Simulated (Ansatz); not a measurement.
Turn this script for the Ansatz DFT code, driven from Python into the input file that the command-line program reads.

The script, `scf.py`:
```python
from pathlib import Path
import argparse
import sys

import ansatz as az
import numpy as np
from pymatgen.core import Lattice, Structure
from pymatgen.io.ase import AseAtomsAdaptor

parser = argparse.ArgumentParser(description="SCF run for KH3F4.")
parser.add_argument("--xc", required=True, help="exchange-correlation functional")
parser.add_argument("--filling", required=True, help="how the bands are filled")
parser.add_argument("--tolerance", type=float, required=True, help="SCF control")
args = parser.parse_args()


def main() -> None:
    pmg_structure = Structure(
        Lattice([(3.729, 2.152939, 3.939333), (-3.729, 2.152939, 3.939333), (0.0, -4.305878, 3.939333)]),
        ["K", "K", "H", "H", "H", "H", "H", "H", "F", "F", "F", "F", "F", "F", "F", "F"],
        [
            (0.0, 0.0, 0.0),
            (0.5, 0.5, 0.5),
            (0.468, 0.032, 0.25),
            (0.25, 0.468, 0.032),
            (0.032, 0.25, 0.468),
            (0.532, 0.968, 0.75),
            (0.75, 0.532, 0.968),
            (0.968, 0.75, 0.532),
            (0.57195, 0.92805, 0.25),
            (0.25, 0.57195, 0.92805),
            (0.92805, 0.25, 0.57195),
            (0.42805, 0.07195, 0.75),
            (0.75, 0.42805, 0.07195),
            (0.07195, 0.75, 0.42805),
            (0.25, 0.25, 0.25),
            (0.75, 0.75, 0.75),
        ],
    )
    cell = az.Crystal.from_ase(AseAtomsAdaptor.get_atoms(pmg_structure))

    setup = (
        cell.calculation()
        .functional(args.xc)
        .kpoints(4)
        .occupations(args.filling)
        .eigensolver("davidson", mixed_precision=False)
        .scf(tolerance=args.tolerance)
        .density_of_states(energy_step=0.05)
        .band_table()
        .density()
        .potential()
        .electron_localization_function()
        .output_files(volumetric_format="npy")
        .band_densities([("v1", "v1"), ("c1", "c1")])
    )
    try:
        done = setup.run(threads=1)
    except az.NonConvergedError as error:
        sys.exit(f"no convergence: {error}")
    except az.RefusalError as error:
        sys.exit(f"input refused: {error}")
    rep = done.report

    print(f"free energy      {rep['free_energy_ev']:.5f} eV")
    print(f"per atom         {rep['free_energy_ev'] / len(done.lattice.sites):.5f} eV")
    print(f"SCF iterations   {rep['n_iterations']}  (converged: {rep['converged']})")

    dos = done.density_of_states()
    energy = np.asarray(dos.energies_ev) - dos.fermi_ev
    states, count = np.asarray(dos.spin_summed_g_bin_mean_per_ev), np.asarray(dos.spin_summed_integrated)
    g_fermi = float(np.interp(0.0, energy, states))
    print(f"g(E_F) = {g_fermi:.3f} states/eV per cell")
    for low, high in ((-10, -6), (-6, -3), (-3, 0), (0, 3)):
        print(f"states between {low} and {high} eV: {np.interp(high, energy, count) - np.interp(low, energy, count):.3f}")

    levels = np.array(rep["eigenvalues_ev"])
    filled = round(rep["n_electrons"] / 2)
    top, bottom = levels[:, filled - 1], levels[:, filled]
    print("top of band", filled, "at k =", rep["kpoints_frac"][top.argmax()], f"{top.max():.4f} eV")
    print("bottom of band", filled + 1, "at k =", rep["kpoints_frac"][bottom.argmin()], f"{bottom.min():.4f} eV")
    print(f"gap by band count {bottom.min() - top.max():.3f} eV, least direct gap {(bottom - top).min():.3f} eV")

    used = rep["setup"]
    print("cutoffs (eV):", used["ecut_ev"], used["ecutrho_ev"], " FFT grid:", used["fft_dense"])
    print("cell volume {:.3f} A^3, {} symmetry operations".format(used["cell_volume_ang3"], used["n_sym_ops"]))

    folder = Path(done.write_results("fields"))
    print("densities in e/A^3, potentials in eV, ELF without unit")
    for name in sorted(p.name for p in folder.glob("*.npy")):
        field = np.load(folder / name)
        print(f"{name:16s} {str(field.shape):16s} min {field.min():10.4f}  mean {field.mean():10.4f}  max {field.max():10.4f}")

    for name, window in zip(("top filled band", "lowest empty band"), done.band_densities().windows):
        field = window.outcome.density.channels[0].density_e_per_ang3
        ratio = field.mean() ** 2 / np.mean(field ** 2)
        print(f"{name}: band {window.window.first}, participation ratio {ratio:.3f} of the cell")


if __name__ == "__main__":
    main()
```

```console
$ python scf.py --xc LDA --filling fixed --tolerance 1e-09
DeckWarning: basis.ecutwfc = 420 eV, auto-derived from the records' recommended cutoffs: set by K (normal level)
free energy      -9437.01072 eV
per atom         -589.81317 eV
SCF iterations   9  (converged: True)
g(E_F) = 14.347 states/eV per cell
states between -10 and -6 eV: 24.000
states between -6 and -3 eV: 3.343
states between -3 and 0 eV: 32.581
states between 0 and 3 eV: 0.076
top of band 40 at k = [0.25, 0.25, 0.25] -1.1518 eV
bottom of band 41 at k = [0.0, 0.0, 0.0] 5.0462 eV
gap by band count 6.198 eV, least direct gap 6.261 eV
cutoffs (eV): 420.0 1680.0  FFT grid: [40, 40, 40]
cell volume 189.757 A^3, 12 symmetry operations
densities in e/A^3, potentials in eV, ELF without unit
bands_c1_c1.rho.npy (40, 40, 40)     min     0.0004  mean     0.0105  max     0.1519
bands_c1_c1.rho_filtered.npy (40, 40, 40)     min     0.0004  mean     0.0099  max     0.0794
bands_c1_c1.rho_soft.npy (40, 40, 40)     min     0.0004  mean     0.0100  max     0.0940
bands_v1_v1.rho.npy (40, 40, 40)     min    -0.0180  mean     0.0105  max     3.1183
bands_v1_v1.rho_filtered.npy (40, 40, 40)     min     0.0000  mean     0.0068  max     0.6545
bands_v1_v1.rho_soft.npy (40, 40, 40)     min     0.0000  mean     0.0071  max     0.8289
elf.npy          (40, 40, 40)     min     0.0015  mean     0.2547  max     0.9283
rho.npy          (40, 40, 40)     min     0.0059  mean     0.4216  max    14.2067
v_es.npy         (40, 40, 40)     min   -69.6012  mean     1.7899  max     7.5130
v_tot.npy        (40, 40, 40)     min   -92.2185  mean    -6.8028  max     3.2797
top filled band: band 40, participation ratio 0.014 of the cell
lowest empty band: band 41, participation ratio 0.573 of the cell
```
(Warnings from the package without file and line.)

`input.yaml`:
```yaml
crystal:
  lattice:
    - [3.729, 2.152939, 3.939333]
    - [-3.729, 2.152939, 3.939333]
    - [0.0, -4.305878, 3.939333]
  atoms:
    - { symbol: K, position: [0.0, 0.0, 0.0] }
    - { symbol: K, position: [0.5, 0.5, 0.5] }
    - { symbol: H, position: [0.468, 0.03200000000000001, 0.25] }
    - { symbol: H, position: [0.25, 0.468, 0.032] }
    - { symbol: H, position: [0.03200000000000001, 0.25, 0.468] }
    - { symbol: H, position: [0.532, 0.968, 0.75] }
    - { symbol: H, position: [0.7500000000000001, 0.532, 0.968] }
    - { symbol: H, position: [0.968, 0.75, 0.5320000000000001] }
    - { symbol: F, position: [0.5719500000000001, 0.92805, 0.25000000000000006] }
    - { symbol: F, position: [0.24999999999999997, 0.57195, 0.92805] }
    - { symbol: F, position: [0.92805, 0.25000000000000006, 0.5719499999999998] }
    - { symbol: F, position: [0.42805, 0.07195000000000001, 0.75] }
    - { symbol: F, position: [0.75, 0.42804999999999993, 0.07195000000000001] }
    - { symbol: F, position: [0.07195000000000001, 0.75, 0.42805] }
    - { symbol: F, position: [0.25, 0.25, 0.25] }
    - { symbol: F, position: [0.7500000000000001, 0.75, 0.75] }
kpoints:
  mp_grid:
    grid: [4, 4, 4]
hamiltonian:
  xc: lda
scf:
  convergence:
    dr2_threshold: 1.0e-09
  occupations:
    method: fixed
  eigensolver:
    kind: davidson
    mixed_precision: false
output:
  write_density: true
  write_potential: true
  volumetric_format: npy
  elf: true
  band_densities:
    - { bands: [v1, v1] }
    - { bands: [c1, c1] }
  dos:
    de: 0.05
  eigenvalues: true
```

What to keep in mind:
- The settings weren't tested for convergence.
- Semilocal gaps usually lie well under measured ones.
- The crystal has a gap of about 6.20 eV on the mesh; bins of finite width blur the band edges.
- Grid values close to the nuclei reflect the PAW or pseudopotential construction, not the all-electron fields.
- The structure is a deposited one; some such entries were measured under pressure or heat, so a shift against it needn't be the functional's error alone.
- Levels are Kohn-Sham eigenvalues on this mesh.
- The density of states is complete only as far up as bands were computed.
- Hardware and time: 12 s on 1 thread of Arm Neoverse V2, with other jobs on the host, peak memory 0.5 GiB.

(Lines on the test bed's own set-up are left out of the output.)
